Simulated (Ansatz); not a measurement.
# CH9BGe2O2: the cost of one run

All numbers are computed with the Python package of Ansatz 0.2.0. The levels of theory stand in the script.

### Step 1. The system

Bond lengths: O1–B2 1.460 Å, B2–O3 1.460 Å, B2–Ge4 2.019 Å, Ge4–C5 1.945 Å, C5–Ge6 1.945 Å, O1–H7 0.990 Å, O3–H8 0.990 Å, Ge4–H9 1.550 Å, Ge4–H10 1.550 Å, C5–H11 1.109 Å, C5–H12 1.109 Å, Ge6–H13 1.550 Å, Ge6–H14 1.550 Å, Ge6–H15 1.550 Å. Angles (14 of 23 angles, heavy atoms first): O1–B2–O3 120.0°, O1–B2–Ge4 120.0°, O3–B2–Ge4 119.9°, B2–Ge4–C5 110.2°, Ge4–C5–Ge6 109.7°, B2–O1–H7 104.6°, B2–O3–H8 104.6°, B2–Ge4–H9 108.8°, B2–Ge4–H10 109.7°, C5–Ge4–H9 109.2°, C5–Ge4–H10 109.5°, Ge4–C5–H11 109.3°, Ge4–C5–H12 109.6°, Ge6–C5–H11 109.2°.

No structure file is read: the coordinates are typed or built in the script.

### Step 2. The code

Contents of ch9bge2o2.py:

```python
"""Size of D3 and D4 in CH9BGe2O2."""

import logging
import sys

import ansatz as az

logging.basicConfig(stream=sys.stdout, format="%(name)s: %(message)s")
logger = logging.getLogger("run")
logger.setLevel(logging.INFO)


def main() -> None:
    geometry_ang = [
        ("O", (1.3248, -1.1946, -1.3084)),
        ("B", (1.7256, 0.0105, -0.588)),
        ("O", (3.0014, 0.6523, -0.8908)),
        ("Ge", (0.5157, 0.7919, 0.8275)),
        ("C", (-1.1002, -0.2785, 0.9943)),
        ("Ge", (-2.2046, -0.0486, -0.5903)),
        ("H", (1.6784, -1.9412, -0.7622)),
        ("H", (3.6487, 0.2235, -0.2761)),
        ("H", (1.2673, 0.7935, 2.1827)),
        ("H", (0.1365, 2.2458, 0.4473)),
        ("H", (-1.669, 0.0534, 1.8868)),
        ("H", (-0.8273, -1.3478, 1.1064)),
        ("H", (-2.5676, 1.4498, -0.749)),
        ("H", (-1.4282, -0.5266, -1.8433)),
        ("H", (-3.5015, -0.8832, -0.4372)),
    ]
    system = az.Crystal.molecule()
    for symbol, xyz in geometry_ang:
        system = system.atom(symbol, xyz)

    base = system.calculation().basis(gaussian="def2-SVP")
    for name in ["revpbe", "pbe0"]:
        for correction in ("d3bj", "d4"):
            report = base.functional(name, dispersion=correction).run(threads=1).report
            logger.info(f"{name:8s} {correction:5s} total {report['free_energy_ev']:.5f} eV, of which dispersion {1000 * report['dispersion']['energy']['ev']:.2f} meV")


if __name__ == "__main__":
    main()
```

### Step 3. What the engine is handed

The package turns the script's settings into the engine's input (first run):

```yaml
crystal:
  periodic: [false, false, false]
  atoms:
    - { symbol: O, position_ang: [1.3248, -1.1946, -1.3084] }
    - { symbol: B, position_ang: [1.7256, 0.0105, -0.588] }
    - { symbol: O, position_ang: [3.0014, 0.6523, -0.8908] }
    - { symbol: Ge, position_ang: [0.5157, 0.7919, 0.8275] }
    - { symbol: C, position_ang: [-1.1002, -0.2785, 0.9943] }
    - { symbol: Ge, position_ang: [-2.2046, -0.0486, -0.5903] }
    - { symbol: H, position_ang: [1.6784, -1.9412, -0.7622] }
    - { symbol: H, position_ang: [3.6487, 0.2235, -0.2761] }
    - { symbol: H, position_ang: [1.2673, 0.7935, 2.1827] }
    - { symbol: H, position_ang: [0.1365, 2.2458, 0.4473] }
    - { symbol: H, position_ang: [-1.669, 0.0534, 1.8868] }
    - { symbol: H, position_ang: [-0.8273, -1.3478, 1.1064] }
    - { symbol: H, position_ang: [-2.5676, 1.4498, -0.749] }
    - { symbol: H, position_ang: [-1.4282, -0.5266, -1.8433] }
    - { symbol: H, position_ang: [-3.5015, -0.8832, -0.4372] }
basis:
  gaussian:
    orbitals: def2-SVP
hamiltonian:
  xc: revpbe
  dispersion: d3bj
```

### Step 4. The run

Command:

```
$ python ch9bge2o2.py
```

What time and memory should one allow on 1 thread of Arm Neoverse V2, shared host?

About 36 s, with a peak of 0.54 GiB.
